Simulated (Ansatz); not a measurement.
# SiCl3O (SMILES [O][Si](Cl)(Cl)Cl): UBLYP/def2-SVP

Aim: the vertical ionisation energy of SiCl3O at UBLYP/def2-SVP, from 2 runs. 

Program for the calculation: Ansatz 0.2.0.

61 further runs of the same task are left out: 10 that didn't finish, 51 set aside as unsound or not needed. Runs told in other sessions of the task aren't counted.

## Step 1: The structure to begin with

The species is SiCl3O (5 atoms), meant as a doublet with charge 0. As SMILES, `[O][Si](Cl)(Cl)Cl`. The shape is that of a PBE0-D4/def2-TZVP optimisation.

Bond lengths: O1–Si2 1.645 Å, Si2–Cl3 2.018 Å, Si2–Cl4 2.020 Å, Si2–Cl5 2.018 Å. Angles: O1–Si2–Cl3 111.8°, O1–Si2–Cl4 100.7°, O1–Si2–Cl5 111.8°, Cl3–Si2–Cl4 111.9°, Cl3–Si2–Cl5 108.6°, Cl4–Si2–Cl5 111.9°.

## Step 2: The energy at UBLYP/def2-SVP

Input file in.yaml:

```yaml
crystal:
  periodic: [false, false, false]
  atoms:
    - symbol: O
      position_ang: [0.815000, -1.070800, 1.039300]
    - symbol: Si
      position_ang: [0.038600, -0.018800, 0.041000]
    - symbol: Cl
      position_ang: [-1.536500, 0.855600, 0.950500]
    - symbol: Cl
      position_ang: [-0.542800, -1.265500, -1.438700]
    - symbol: Cl
      position_ang: [1.275600, 1.425900, -0.633600]
basis:
  gaussian:
    orbitals: def2-SVP
magnetization:
  spin_polarized: true
  initial_magnetization: 1
hamiltonian:
  xc: {name: BLYP}
accuracy: high
output: {orbitals: {seedname: orbitals}}
```

The run is started by

```
$ ansatz run in.yaml --threads 1 --pin off --max-ram 3480MiB --events-out events.jsonl --progress --plain --runs-dir runs
```

The log of the run:

```text
Warning: RAYON_NUM_THREADS=1 ignored (pool sized by the plan → 1); use --threads N
Functional definition: BLYP
  name "BLYP"
  parameter beta = 0.0042
  parameter a = 0.04918
  parameter b = 0.132
  parameter c = 0.2533
  parameter d = 0.349
  exchange = b88_x(beta = beta)
  correlation = lyp_c(a = a, b = b, c = c, d = d)
1630 factors; integrals over basis functions are off by at most 3.6e-9 eV
mean field evaluation 1: about -47464.5248 eV, gradient 5.3e1 eV
mean field evaluation 2: about -47229.3883 eV, gradient 1.5e2 eV
mean field evaluation 4: about -47477.8929 eV, gradient 1.1e1 eV
mean field evaluation 8: about -47478.6340 eV, gradient 3.5e-1 eV
mean field evaluation 16: about -47478.6294 eV, gradient 4.4e-4 eV
mean field evaluation 32: about -47478.1190 eV, gradient 6.6e0 eV
mean field evaluation 64: about -47478.0129 eV, gradient 2.8e0 eV
mean field -47478.62935768 eV, -1744.8074467238 hartree, gradient 8.3e-8 eV, S^2 0.752435; 6 other end points of the search recorded, 0 dependent functions left out
reference -47478.62940152 eV, -1744.8074483350 hartree; 37, 36 occupied and 49, 50 virtual orbitals, 1630 factors
Total energy: -47478.62940152 eV, -1744.8074483350 hartree
```

It took 25 s on 1 thread of Arm Neoverse V2, shared host; peak memory 0.26 GiB.

## Step 3: The singlet cation, same level

Input file molecule.yaml:

```yaml
crystal:
  periodic: [false, false, false]
  atoms:
    - {symbol: O, position_ang: [0.815000, -1.070800, 1.039300]}
    - {symbol: Si, position_ang: [0.038600, -0.018800, 0.041000]}
    - {symbol: Cl, position_ang: [-1.536500, 0.855600, 0.950500]}
    - {symbol: Cl, position_ang: [-0.542800, -1.265500, -1.438700]}
    - {symbol: Cl, position_ang: [1.275600, 1.425900, -0.633600]}
basis:
  gaussian: {orbitals: def2-SVP}
total_charge: 1
hamiltonian: {xc: {name: BLYP}}
accuracy: high
output: {orbitals: {seedname: orbitals}}
```

The run is started by

```
$ ansatz run molecule.yaml --threads 1 --pin off --max-ram 3480MiB --events-out events.jsonl --progress --plain --runs-dir runs
```

The log of the run (excerpt; [...] marks lines left out):

```text
Warning: RAYON_NUM_THREADS=1 ignored (pool sized by the plan → 1); use --threads N
[... 2 set-up lines as earlier in the session ...]
[...]
1631 factors; integrals over basis functions are off by at most 3.6e-9 eV
[...]
mean field -47467.27446792 eV, -1744.3901622217 hartree, gradient 3.0e-8 eV, S^2 0.000000; 16 other end points of the search recorded, 0 dependent functions left out
reference -47467.27451188 eV, -1744.3901638372 hartree; 36, 36 occupied and 50, 50 virtual orbitals, 1631 factors
Total energy: -47467.27451188 eV, -1744.3901638372 hartree
```

Run time: 30 s. Hardware: 1 thread of Arm Neoverse V2, shared host; peak memory 0.2 GiB.

## Step 4: What came out

Level: UBLYP/def2-SVP.

| quantity | value |
| --- | --- |
| doublet SiCl3O: total energy | -1744.80745 Eh |
| doublet SiCl3O: HOMO energy (highest over α and β) | -7.24 eV |
| doublet SiCl3O: LUMO energy (lowest over α and β) | -6.68 eV |
| doublet SiCl3O: ⟨S²⟩ | 0.752 |
| singlet cation: total energy | -1744.39016 Eh |
| vertical ionisation energy (to the singlet cation) | 11.355 eV |

The vertical ionisation energy comes to 11.35 eV (262 kcal/mol). Only the singlet of the ionised species was computed; a triplet could lie lower.
